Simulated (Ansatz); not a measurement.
**Te: a line through an energy map**

An exercise on one series of results from a longer session: the logs are not shown, and one member is left open.

Program: Ansatz 0.2.0. Level of theory: DFT PBEsol, scalar-relativistic, plane waves, PAW. These are calculated values, not measurements.

16 further runs of the same task are left out: 16 set aside as unsound or not needed.

**The starting structure**

It takes space group R-3m (No. 166, trigonal). The conventional cell has a = 4.501 Å, b = 4.501 Å, c = 5.330 Å, α = 90.00°, β = 90.00°, γ = 120.00°. Te (site symmetry -3m) is surrounded by 6 Te at 3.15 Å.

Coordinates:

```
Te
1.0
     2.25061    1.29939    1.77682
    -2.25061    1.29939    1.77682
     0.00000   -2.59878    1.77682
Te
1
Direct
  0.50000 0.50000 0.50000
```

It goes back to an entry of the Materials Project, which need not be the stable form.

This cell was relaxed beforehand with the same method: volume 31.18 Å³/atom, gap on the mesh none (metal).

**What is varied**

The energy is mapped over volume and the cell's shape.

First coordinate, volume per atom: 7 values from 28.68 to 33.67 Å³. Second coordinate, c/a of the conventional cell: 7 values from 1.093 to 1.283.

Nothing else is relaxed (symmetry fixes all fractional coordinates). Energies count from the relaxed crystal. Points are written as (first, second).

The first run:

input.yaml

```yaml
crystal:
  lattice:
    - [2.1889235866, 1.263775622, 1.7281154298]
    - [-2.1889235866, 1.263775622, 1.7281154298]
    - [0.0, -2.5275512439, 1.7281154298]
  atoms:
    - { symbol: Te, position: [0.5, 0.5, 0.5] }
basis:
  ecutwfc: 420
kpoints:
  mp_grid: { grid: [15, 15, 15] }
hamiltonian:
  xc: pbesol
  pseudopotentials: { kind: paw }
scf:
  occupations: { method: gaussian, width: 0.15 }
output:
  forces: true
  stress: true
  eigenvalues: true
```

Command:

```
ansatz run input.yaml --threads 1 --pin off --max-ram 2048MiB --backend cpu --events-out ev --progress --plain --runs-dir out
```

Steps of the session up to this table: Grid point (28.68 Å³, 1.184); Grid point (29.51 Å³, 1.184); Point (30.35 Å³, 1.184); Grid point (32.01 Å³, 1.184); Point (33.67 Å³, 1.184).

One table of the session follows, with a row left open; its other results are not shown here.

It belongs to the step «The line in numbers». 

```
volume per atom (Å³)  energy (meV/atom)  slope (meV/atom per Å³)  pressure (GPa)
               28.68               42.7                      −37             5.9
               29.51               18.0                      −23             3.7
               30.35                4.3                      −11             1.7
               31.18                0.0                        0             0.0
               32.01                  ?                        ?               ?
               32.84               14.6                       17            −2.7
               33.67               31.3                       23            −3.7
```

**Question.** Estimate the row for volume per atom (Å³) = 32.01.

Worked estimate for «energy (meV/atom)». A straight line through the neighbours (31.18, 0.0) and (32.84, 14.6) gives 0.0 + (14.6 − 0.0) × (32.01 − 31.18) / (32.84 − 31.18) = 7.3; a parabola fitted to 4 rows on both sides gives 3.8.

**Answer.** energy (meV/atom): 3.8; slope (meV/atom per Å³): 9; pressure (GPa): −1.4. In «energy (meV/atom)» the line misses by +3.5 and the parabola by 0.0.

Energies count from the relaxed crystal. Rows without a step come from runs not printed here or follow by symmetry.

In words: Along the line the energy is lowest at 31.18 Å³, 0.0 meV/atom from the zero. V·d²E/dV² there is about 58 GPa, a bulk modulus under this line's constraint. The highest point computed, at 28.68 Å³, lies 42.7 meV/atom above the lowest.
